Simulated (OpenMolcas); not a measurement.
# singlet CHClGeNO+ at 6 levels

Aim: a comparison of 6 runs (HF/def2-SVP, BLYP/def2-SVP, M06-2X/def2-SVP, PBE0/def2-SVP, TPSS/def2-SVP, CCSD(T)/def2-SVP) of singlet CHClGeNO+. 

The results are computed with OpenMolcas 26.06.

1 further run of the same task is left out (set aside as unsound or not needed).

## Step 1: The system as given

CHClGeNO+: 6 atoms, total charge +1, spin state singlet. As SMILES of the parent species, `O=C=[N][GeH][Cl]`. Geometry: relaxed at PBE0-D4/def2-TZVP. This is one conformer, not always the lowest. That shape belongs to the parent species and isn't relaxed for this state.

Bond lengths: O1–C2 1.162 Å, C2–N3 1.206 Å, N3–Ge4 1.830 Å, Ge4–Cl5 2.157 Å, Ge4–H6 1.549 Å. Angles: O1–C2–N3 176.3°, C2–N3–Ge4 138.6°, N3–Ge4–Cl5 107.6°, N3–Ge4–H6 105.4°, Cl5–Ge4–H6 108.2°.

## Step 2: A single-point energy at HF/def2-SVP (run 1)

Input file geom.xyz:

```xyz
6

O      0.024100    -1.617100    -2.245100
C     -0.242900    -1.020000    -1.284700
N     -0.575200    -0.454300    -0.273000
Ge    -0.153300     1.067300     0.651100
Cl     1.946900     0.976200     1.132800
H     -0.957700     0.983900     1.972700
```

Input file job.input:

```
&gateway
 baslib=$CurrDir
 coord=geom.xyz
 basis=def2-SVP
 group=NoSym

&seward

&scf
 charge=1
 thresholds=1e-10 1e-07 1e-07 1e-05
 prorbitals=1 1
```

The basis set def2-SVP is read from a file made from the Basis Set Exchange's data (not shown).

Launch:

```console
$ export MOLCAS_MEM=1860
$ pymolcas job.input > job.log
```

Output:

```text
--- Start Module: gateway ---
[...]
--- Stop Module: gateway /rc=_RC_ALL_IS_WELL_ ---
--- Start Module: seward ---
[...]
      Basis functions           97
--- Stop Module: seward /rc=_RC_ALL_IS_WELL_ ---
[...]
--- Start Module: scf ---
[...]
       Convergence after  21 Iterations
[...]
::    Total SCF energy                              -2701.8028397020
[...]
      Total spin, S                                     0.0000000000
[...]
      Total electronic charge=   70.000000
      Total            charge=    1.000000
[...]
      Dipole Moment (debye):
      Origin of the operator (angstrom)=    0.2976    0.4579    0.2277
                   X= -2.4338E+00               Y=  3.7996E+00               Z=  1.3424E+00           Total=  4.7077E+00
      Center of Charge (angstrom)
[...]
--- Stop Module: scf /rc=_RC_ALL_IS_WELL_ ---
[...]
```

It took 16 s on 1 thread of AMD EPYC 7R43 (Zen 3), shared host; peak memory 0.54 GiB.

## Step 3: A single-point energy at BLYP/def2-SVP (run 2)

Input file test.inp:

```
* CHClGeNO Kohn-Sham DFT

&gateway
 baslib = $CurrDir
 coord
 6
 angstrom
 O        0.024100      -1.617100      -2.245100
 C       -0.242900      -1.020000      -1.284700
 N       -0.575200      -0.454300      -0.273000
 Ge      -0.153300       1.067300       0.651100
 Cl       1.946900       0.976200       1.132800
 H       -0.957700       0.983900       1.972700
 basis = def2-SVP
 group = NoSym

&seward
 gridinput
 Grid=UltraFine
 End of Grid

&scf
 charge = 1
 ksdft = BLYP
 thresholds = 1e-10 1e-07 1e-07 1e-05
 prorbitals = 1 1
```

The basis set def2-SVP is read from a file made from the Basis Set Exchange's data (not shown).

Launch:

```console
$ export MOLCAS_MEM=1860
$ pymolcas test.inp > test.log
```

Output:

```text
--- Start Module: gateway ---
[...]
--- Stop Module: gateway /rc=_RC_ALL_IS_WELL_ ---
--- Start Module: seward ---
[...]
      Basis functions           97
--- Stop Module: seward /rc=_RC_ALL_IS_WELL_ ---
[...]
--- Start Module: scf ---
[...]
       Convergence after  29 Iterations
[...]
::    Total KS-DFT energy                           -2705.0998805394
[...]
      Total spin, S                                     0.0000000000
[...]
      Total electronic charge=   70.000000
      Total            charge=    1.000000
[...]
      Dipole Moment (debye):
      Origin of the operator (angstrom)=    0.2976    0.4579    0.2277
                   X= -1.7081E+00               Y=  1.7917E+00               Z=  7.4727E-01           Total=  2.5858E+00
      Center of Charge (angstrom)
[...]
--- Stop Module: scf /rc=_RC_ALL_IS_WELL_ ---
[...]
```

It took 45 s on 1 thread of AMD EPYC 7R43 (Zen 3), shared host; peak memory 0.54 GiB.

Runs 3 to 5 aren't shown in full; the table further down has their settings and results.

## Step 4: A single-point energy at CCSD(T)/def2-SVP (Cholesky decomposition) (run 6)

Input file input.xyz:

```xyz
6

O      0.024100    -1.617100    -2.245100
C     -0.242900    -1.020000    -1.284700
N     -0.575200    -0.454300    -0.273000
Ge    -0.153300     1.067300     0.651100
Cl     1.946900     0.976200     1.132800
H     -0.957700     0.983900     1.972700
```

Input file run.input:

```
* CHClGeNO CCSD(T)
>>> EXPORT MOLCAS_PRINT=2

&GATEWAY
 BASLIB
 $CurrDir
 COORD
 input.xyz
 BASIS
 def2-SVP
 GROUP
 NoSym

&SEWARD
 HIGH

&SCF
 CHARGE
 1
 THRESHOLDS
 1e-10 1e-07 1e-07 1e-05
 PRORBITALS
 1 1

&CHCC
 FROZEN
 17
 THRESHOLD
 1e-08
 MAXITERATIONS
 80

&CHT3
 FROZEN
 17
```

The basis set def2-SVP is read from a file made from the Basis Set Exchange's data (not shown).

Launch:

```console
$ export MOLCAS_MEM=1860
$ pymolcas run.input > run.log
```

Output:

```text
--- Start Module: gateway ---
[...]
--- Stop Module: gateway /rc=_RC_ALL_IS_WELL_ ---
[...]
      Basis functions           97
[...]
       Convergence after  24 Iterations
[...]
::    Total SCF energy                              -2701.8028395890
[...]
      Total spin, S                                     0.0000000000
[...]
      Total electronic charge=   70.000000
      Total            charge=    1.000000
[...]
      Dipole Moment (debye):
      Origin of the operator (angstrom)=    0.2976    0.4579    0.2277
                   X= -2.4338E+00               Y=  3.7996E+00               Z=  1.3424E+00           Total=  4.7077E+00
      Center of Charge (angstrom)
[...]
--- Start Module: chcc ---
[...]
--- Stop Module: chcc /rc=_RC_ALL_IS_WELL_ ---
[...]
--- Start Module: cht3 ---
[...]
--- Stop Module: cht3 /rc=_RC_ALL_IS_WELL_ ---
[...]
```

Run time: 9.1 min. Hardware: 1 thread of AMD EPYC 7R43 (Zen 3), shared host; peak memory 0.14 GiB.

## Step 5: The series

```csv
run,level,integration grid,integral approximation,energy (Eh),HOMO energy (eV),LUMO energy (eV),HOMO–LUMO gap (eV),wall time
1,HF/def2-SVP,–,none,-2701.802840,-17.87,-8.15,9.71,16 s
2,BLYP/def2-SVP,UltraFine,none,-2705.099881,-13.05,-11.48,1.58,45 s
3,M06-2X/def2-SVP,UltraFine,none,-2704.981380,-15.86,-10.19,5.67,44 s
4,PBE0/def2-SVP,UltraFine,none,-2704.457795,-14.63,-11.07,3.56,35 s
5,TPSS/def2-SVP,UltraFine,none,-2705.091089,-13.37,-11.63,1.73,54 s
6,CCSD(T)/def2-SVP (Cholesky decomposition),–,CD high,-2702.650155,-17.87,-8.15,9.71,9.1 min
```

## Step 6: Results

| quantity | value |
| --- | --- |
| run 6: total energy | -2702.65015 Eh |
| run 6: HOMO energy (Hartree–Fock orbitals) | -17.87 eV |
| run 6: LUMO energy (Hartree–Fock orbitals) | -8.15 eV |
| run 6: HOMO–LUMO gap (Hartree–Fock orbitals) | 9.71 eV |
| run 6: correlation energy (17 core orbitals frozen) | -847.3 mEh |
| run 6: (T) correction | -33.66 mEh |

In words: Over runs 1, 2, 3, 4, 5 the HOMO–LUMO gap runs from 1.58 eV (BLYP/def2-SVP) to 9.71 eV (HF/def2-SVP). Exact exchange widens orbital gaps. Totals of different functionals can't be ranked against each other. All runs together took 12 min, the longest 9.1 min.
